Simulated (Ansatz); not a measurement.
# ZnO (zincite): further runs on the relaxed cell

An exercise on one series of results from a longer session: the logs are not shown, and one member is left open.

Method: DFT HSE06, scalar-relativistic, plane waves, PAW, in Ansatz 0.2.0.

## Starting point

The structure is hexagonal, space group P6_3mc (No. 186). Conventional cell: a = 3.251 Å, b = 3.251 Å, c = 5.220 Å, α = 90.00°, β = 90.00°, γ = 120.00°. Around Zn (site symmetry 3m) lie 4 O at 1.98 to 1.99 Å. Around O (site symmetry 3m) lie 4 Zn at 1.98 to 1.99 Å.

Structure file:

```xyz
4
Lattice="3.2507 0.0000 0.0000 -1.6253 2.8152 0.0000 0.0000 0.0000 5.2198" Properties=species:S:1:pos:R:3 pbc="T T T"
Zn    0.0000    1.8768    2.6055
Zn    1.6253    0.9384   -0.0044
O     1.6253    0.9384    1.9828
O     0.0000    1.8768    4.5927
```

It is the result of an earlier relaxation at this level (volume 11.94 Å³/atom; gap on the mesh: 2.51 eV).

Set-up of the first run:

The input, input.yaml:

```yaml
crystal:
  lattice:
    - [3.2178238346, 0.0, 0.0]
    - [-1.6089119173, 2.7867171857, 0.0]
    - [0.0, 0.0, 5.1670501295]
  atoms:
    - { symbol: Zn, position: [0.3333333333, 0.6666666667, 0.4991523983] }
    - { symbol: Zn, position: [0.6666666667, 0.3333333333, -0.0008476017] }
    - { symbol: O, position: [0.6666666667, 0.3333333333, 0.3798576017] }
    - { symbol: O, position: [0.3333333333, 0.6666666667, 0.8798576017] }
basis:
  ecutwfc: 420
kpoints:
  mp_grid: { grid: [6, 6, 4] }
hamiltonian:
  xc: hse06
scf:
  occupations: { method: gaussian, width: 0.02 }
output:
  forces: true
  stress: true
  eigenvalues: true
relax:
  adjacent_minimum: "off"
  f_tol: 0.01
  max_steps: 30
  cell: { stress_tol: 0.1, fix: [volume] }
```

On the command line:

```sh
> ansatz run input.yaml --threads 4 --pin off --max-ram 10240MiB --backend cpu --events-out ev --progress --plain --runs-dir out
```

Steps of the session up to this table: Point at V/V0 = 0.97; Point at V/V0 = 1.03; Point at V/V0 = 0.94; Point at V/V0 = 1.06.

One of the session's tables, all rows but one given; the rest of the session is left out.

It belongs to the step «Equation of state». 

| volume (Å³/atom) | energy above the lowest point (meV/atom) | pressure (GPa) | gap on the mesh (eV) |
| --- | --- | --- | --- |
| 11.225 | 21.7 | 10.25 | 2.65 |
| 11.583 | ? | ? | ? |
| 11.942 | 0.0 | 0.01 | 2.51 |
| 12.300 | 4.7 | -4.01 | 2.44 |
| 12.658 | 17.5 | -7.43 | 2.37 |

Estimate the missing values for volume (Å³/atom) = 11.583.

Worked estimate for «energy above the lowest point (meV/atom)». A straight line through the neighbours (11.225, 21.7) and (11.942, 0.0) gives 21.7 + (0.0 − 21.7) × (11.583 − 11.225) / (11.942 − 11.225) = 10.9; a parabola fitted to 3 rows on both sides gives 5.7.

**Answer.** energy above the lowest point (meV/atom): 5.1; pressure (GPa): 4.71; gap on the mesh (eV): 2.58. In «energy above the lowest point (meV/atom)» the line misses by +5.8 and the parabola by +0.6.
